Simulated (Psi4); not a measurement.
**CH3InO (In(CO)H3): MP3/def2-SVP (core potential)**

Aim: the vertical singlet–triplet gap of CH3InO (In(CO)H3) at MP3/def2-SVP (core potential), from 2 runs. 

The results are computed with Psi4 1.11.

### Step 1. The system as given

The species is CH3InO (6 atoms), meant as a singlet with charge 0. SMILES: `[H][In]([H])([H])<-[C-]#[O+]`. Geometry: a GFN1-xTB relaxation, a rough one for these elements and not checked as a minimum.

Bond lengths: In1–C2 2.441 Å, C2–O3 1.120 Å, In1–H4 1.701 Å, In1–H5 1.700 Å, In1–H6 1.701 Å. Angles: In1–C2–O3 178.1°, C2–In1–H4 93.1°, C2–In1–H5 94.1°, C2–In1–H6 93.2°, H4–In1–H5 119.8°, H4–In1–H6 119.5°, H5–In1–H6 119.7°.

### Step 2. A single-point energy at MP3/def2-SVP (core potential)

job.json reads:

```json
{
  "schema_name": "qcschema_input",
  "schema_version": 1,
  "molecule": {
    "schema_name": "qcschema_molecule",
    "schema_version": 2,
    "symbols": ["In", "C", "O", "H", "H", "H"],
    "geometry": [-0.02687191, -0.00162516, -1.79370914, 0.02161847, 0.03297572, 2.8193202, 0.08518885, -0.00888171, 4.93445286, 3.18176967, 0.00128501, -2.00067195, -1.64228539, 2.7661811, -2.0265045, -1.6194197, -2.78995386, -1.93288747],
    "molecular_charge": 0,
    "molecular_multiplicity": 1,
    "fix_symmetry": "c1"
  },
  "driver": "energy",
  "model": {
    "method": "mp3",
    "basis": "def2-SVP"
  },
  "keywords": {
    "puream": true,
    "e_convergence": 1e-09,
    "d_convergence": 1e-08,
    "scf_type": "pk",
    "num_frozen_docc": 6,
    "mp_type": "conv"
  }
}
```

On the command line:

```
$ psi4 --qcschema job.json -n 1 --memory 1600MB
```

stdout:

```text
[...]
    !!!  WARNING: ECP capability is in beta. Please check occupations closely.  !!!
[...]
  Running in c1 symmetry.
[...]
  Nuclear repulsion =  101.357920274929910
[...]
  Multiplicity = 1
[...]
  Nalpha       = 19
  Nbeta        = 19
[...]
    Number of basis functions: 69
[...]
   @RHF iter   1:  -303.50937453682570   -1.87208e+00   4.01337e-03 DIIS/ADIIS
[...]
   @RHF iter  11:  -303.54915365761099   -3.01270e-12   4.73972e-09 DIIS
[...]
    Orbital Energies [Eh]
    ---------------------
    Doubly Occupied:
       1A    -20.719759     2A    -11.424832     3A     -5.368612
       4A     -3.629267     5A     -3.620893     6A     -3.620884
       7A     -1.563401     8A     -1.022872     9A     -1.009706
      10A     -1.009686    11A     -1.007445    12A     -1.007364
      13A     -0.846416    14A     -0.693765    15A     -0.693760
      16A     -0.673280    17A     -0.512337    18A     -0.397972
      19A     -0.397791
[...]
  @RHF Final Energy:  -303.54915365761099
   => Energetics <=
    Nuclear Repulsion Energy =            101.3579202749299100
    One-Electron Energy =                -691.3740646866147017
    Two-Electron Energy =                 286.4669907540737768
    Total Energy =                       -303.5491536576109866
[...]
 Multipole Moments:
 ------------------------------------------------------------------------------------
     Multipole            Electronic (a.u.)      Nuclear  (a.u.)        Total (a.u.)
 ------------------------------------------------------------------------------------
 L = 1.  Multiply by 2.5417464519 to convert [e a0] to [Debye]
 Dipole X            :         -0.5684650            0.5696359            0.0011708
 Dipole Y            :         -0.0445023            0.0586624            0.0141601
 Dipole Z            :        -37.9767267           38.6363226            0.6595959
 Magnitude           :                                                    0.6597490
[...]
	SCS-MP2 Total Energy (a.u.)        :  -303.94349978252740
	SOS-MP2 Total Energy (a.u.)        :  -303.94159958654973
[...]
	SOS-PI-MP2 Total Energy (a.u.)     :  -303.97178773492959
[...]
	MP2 Total Energy (a.u.)            :  -303.94730017448262
[...]
	SCS-MP3 Total Energy (a.u.)        :  -303.94680463876523
[...]
	MP3 Total Energy (a.u.)            :  -303.96051959943384
[...]
```

The result, in JSON:

```text
{
 "driver": "energy",
 "model": {
  "method": "mp3",
  "basis": "def2-SVP"
 },
 "success": true,
 "return_result": -303.96051959943384,
 "properties": {
  "calcinfo_nbasis": 69,
  "calcinfo_nmo": 69,
  "calcinfo_nalpha": 19,
  "calcinfo_nbeta": 19,
  "calcinfo_natom": 6,
  "nuclear_repulsion_energy": 101.35792027492991,
  "return_energy": -303.96051959943384,
  "scf_one_electron_energy": -691.3740646866147,
  "scf_two_electron_energy": 286.4669907540738,
  "scf_dipole_moment": [0.0011708406771608892, 0.014160115227998815, 0.6595959362421198],
  "scf_total_energy": -303.549153657611,
  "scf_iterations": 11,
  "mp2_same_spin_correlation_energy": -0.0962650330726288,
  "mp2_opposite_spin_correlation_energy": -0.30188148379901764,
  "mp2_singles_energy": 0.0,
  "mp2_doubles_energy": -0.3981465168716464,
  "mp2_correlation_energy": -0.39814651687163405,
  "mp2_total_energy": -303.9473001744826
 }
}
```

Wall time 6.3 s (1 thread of AMD EPYC 7R43 (Zen 3), shared host); peak memory 0.34 GiB.

### Step 3. The triplet at the same level

calc.dat reads:

```
memory 1600 MB

molecule system {
  0 3
  In    -0.014220    -0.000860    -0.949190
  C      0.011440     0.017450     1.491920
  O      0.045080    -0.004700     2.611200
  H      1.683720     0.000680    -1.058710
  H     -0.869060     1.463800    -1.072380
  H     -0.856960    -1.476380    -1.022840
  units angstrom
  symmetry c1
}

set basis def2-SVP
set reference uhf
set puream true
set e_convergence 1e-09
set d_convergence 1e-08
set scf_type pk
set num_frozen_docc 6
set maxiter 200
set mp_type conv

energy_value = energy('mp3')
print_variables()
```

On the command line:

```
$ psi4 calc.dat calc.out -n 1
```

calc.out:

```text
[...]
    !!!  WARNING: ECP capability is in beta. Please check occupations closely.  !!!
[...]
  Running in c1 symmetry.
[...]
  Nuclear repulsion =  101.357920285658309
[...]
  Multiplicity = 3
[...]
  Nalpha       = 20
  Nbeta        = 18
[...]
    Number of basis functions: 69
[...]
   @UHF iter   1:  -303.25271646453166   -1.65346e+00   4.76952e-03 DIIS/ADIIS
[...]
   @UHF iter  36:  -303.32823859813482   -9.54969e-12   9.06557e-09 DIIS
[...]
   @S^2 Observed:                2.026829569E+00
[...]
    Orbital Energies [Eh]
    ---------------------
    Alpha Occupied:
       1A    -20.534728     2A    -11.243234     3A     -5.437656
       4A     -3.701256     5A     -3.689838     6A     -3.687461
       7A     -1.401251     8A     -1.102104     9A     -1.082573
      10A     -1.081179    11A     -1.074572    12A     -1.067349
      13A     -0.740388    14A     -0.699235    15A     -0.616274
      16A     -0.569559    17A     -0.530367    18A     -0.489105
      19A     -0.452164    20A     -0.182866
    Alpha Virtual:
      21A      0.040146    22A      0.103376    23A      0.117832
      24A      0.158005    25A      0.213867    26A      0.222755
[...]
  @UHF Final Energy:  -303.32823859813482
   => Energetics <=
    Nuclear Repulsion Energy =            101.3579202856583095
    One-Electron Energy =                -691.8627949741829752
    Two-Electron Energy =                 287.1766360903898203
    Total Energy =                       -303.3282385981348170
  UHF NO Occupations:
  HONO-2 :   18  A 1.9928757
  HONO-1 :   19  A 1.0000000
[...]
 Multipole Moments:
 ------------------------------------------------------------------------------------
     Multipole            Electronic (a.u.)      Nuclear  (a.u.)        Total (a.u.)
 ------------------------------------------------------------------------------------
 L = 1.  Multiply by 2.5417464519 to convert [e a0] to [Debye]
 Dipole X            :          0.4834496            0.5696358            1.0530854
 Dipole Y            :         -0.0545021            0.0586625            0.0041603
 Dipole Z            :        -41.3903587           38.6363226           -2.7540361
 Magnitude           :                                                    2.9485116
[...]
	SCS-MP2 Total Energy (a.u.)        :  -303.69709817129166
	SOS-MP2 Total Energy (a.u.)        :  -303.69332778774344
[...]
	SOS-PI-MP2 Total Energy (a.u.)     :  -303.72141157155949
[...]
	MP2 Total Energy (a.u.)            :  -303.70463893838814
[...]
	SCS-MP3 Total Energy (a.u.)        :  -303.70118778839628
[...]
	MP3 Total Energy (a.u.)            :  -303.72099740680653
[...]
```

Run time: 11 s. Hardware: 1 thread of AMD EPYC 7R43 (Zen 3), shared host; peak memory 0.35 GiB.

### Step 4. Results

At MP3/def2-SVP (core potential), 6 core orbitals frozen:

```
                                                           quantity          value
                                              singlet: total energy  -303.96052 Eh
                       singlet: HOMO energy (Hartree–Fock orbitals)      -10.82 eV
                       singlet: LUMO energy (Hartree–Fock orbitals)        2.25 eV
                     singlet: HOMO–LUMO gap (Hartree–Fock orbitals)       13.08 eV
               singlet: correlation energy (6 core orbitals frozen)     -411.4 mEh
                                              triplet: total energy  -303.72100 Eh
triplet: HOMO energy (Hartree–Fock orbitals) (highest over α and β)       -4.98 eV
 triplet: LUMO energy (Hartree–Fock orbitals) (lowest over α and β)       -3.69 eV
               triplet: correlation energy (6 core orbitals frozen)     -392.8 mEh
                         triplet: ⟨S²⟩ of the reference determinant          2.027
                   vertical energy of the triplet above the singlet       6.518 eV
```

**Reading.** At this shape the triplet lies 6.52 eV (629 kJ/mol) above the singlet.
